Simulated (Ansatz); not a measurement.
**CH5BTe (SMILES CB[TeH]): one structure at several levels**

The task here is to estimate one member of a computed series from the others.

Program: Ansatz 0.2.0, Gaussian basis. Level of theory: single points in def2-TZVPP. These are calculated values, not measurements.

Correlated methods freeze the cores. Filled d shells of the heavier atoms are correlated. Core potentials replace the inner electrons past krypton, and spin-orbit coupling is left out.

**The system as given**

8 atoms, charge 0, spin multiplicity 1.

Atoms are counted from 1 here; the program's logs count them from 0.

Bond lengths: C1–B2 1.663 Å, C1–H4 0.953 Å, C1–H5 1.130 Å, C1–H6 1.067 Å, B2–Te3 2.165 Å, B2–H7 1.137 Å, Te3–H8 1.681 Å. Angles: B2–C1–H4 104.6°, B2–C1–H5 104.7°, B2–C1–H6 115.3°, H4–C1–H5 108.3°, H4–C1–H6 116.8°, H5–C1–H6 106.4°, C1–B2–Te3 120.6°, C1–B2–H7 124.1°, Te3–B2–H7 115.3°, B2–Te3–H8 95.1°.

As a file:

```
C     0.11400    0.65850   -0.74650
B    -0.55030    0.13560    0.68520
Te   -0.13380   -1.85350    1.43240
H    -0.62740    0.97540   -1.25440
H     0.75260    1.54500   -0.45830
H     0.76490   -0.03720   -1.22760
H    -1.21750    0.77380    1.34910
H     0.82090   -2.30730    0.12480
```

The first run:

File run/in.yaml:

```yaml
crystal:
  periodic: [false, false, false]
  atoms:
    - {symbol: C, position_ang: [0.114000, 0.658500, -0.746500]}
    - {symbol: B, position_ang: [-0.550300, 0.135600, 0.685200]}
    - {symbol: Te, position_ang: [-0.133800, -1.853500, 1.432400]}
    - {symbol: H, position_ang: [-0.627400, 0.975400, -1.254400]}
    - {symbol: H, position_ang: [0.752600, 1.545000, -0.458300]}
    - {symbol: H, position_ang: [0.764900, -0.037200, -1.227600]}
    - {symbol: H, position_ang: [-1.217500, 0.773800, 1.349100]}
    - {symbol: H, position_ang: [0.820900, -2.307300, 0.124800]}
basis:
  gaussian: {orbitals: def2-TZVPP}
correlation: {method: ccsd_t}
output: {forces: true}
```

The command line of these runs was not kept.

Steps of the session up to this table: CCSD(T)/def2-TZVPP; PBE0-D4/def2-TZVPP; wB97M-V/def2-TZVPP; r2SCAN-D4/def2-TZVPP; PBE-D4/def2-TZVPP; r2SCANh-D4/def2-TZVPP; SPW92/def2-TZVPP.

One table of the session follows, with a row left open; its other results are not shown here.

```
    method  RMS force component (eV/Å)  angle to CCSD(T) forces (°)  dipole (D)
   CCSD(T)                       2.305                    reference        0.58
   PBE0-D4                       2.337                          1.9        0.67
   wB97M-V                       2.294                          1.5        0.74
 r2SCAN-D4                           ?                            ?           ?
    PBE-D4                       2.342                          3.8        0.53
r2SCANh-D4                       2.309                          2.0        0.72
     SPW92                       2.430                          4.9        0.60
```

Q: Estimate the row for r2SCAN-D4 from the others.

As computed: RMS force component (eV/Å): 2.309; angle to CCSD(T) forces (°): 2.1; dipole (D): 0.69.
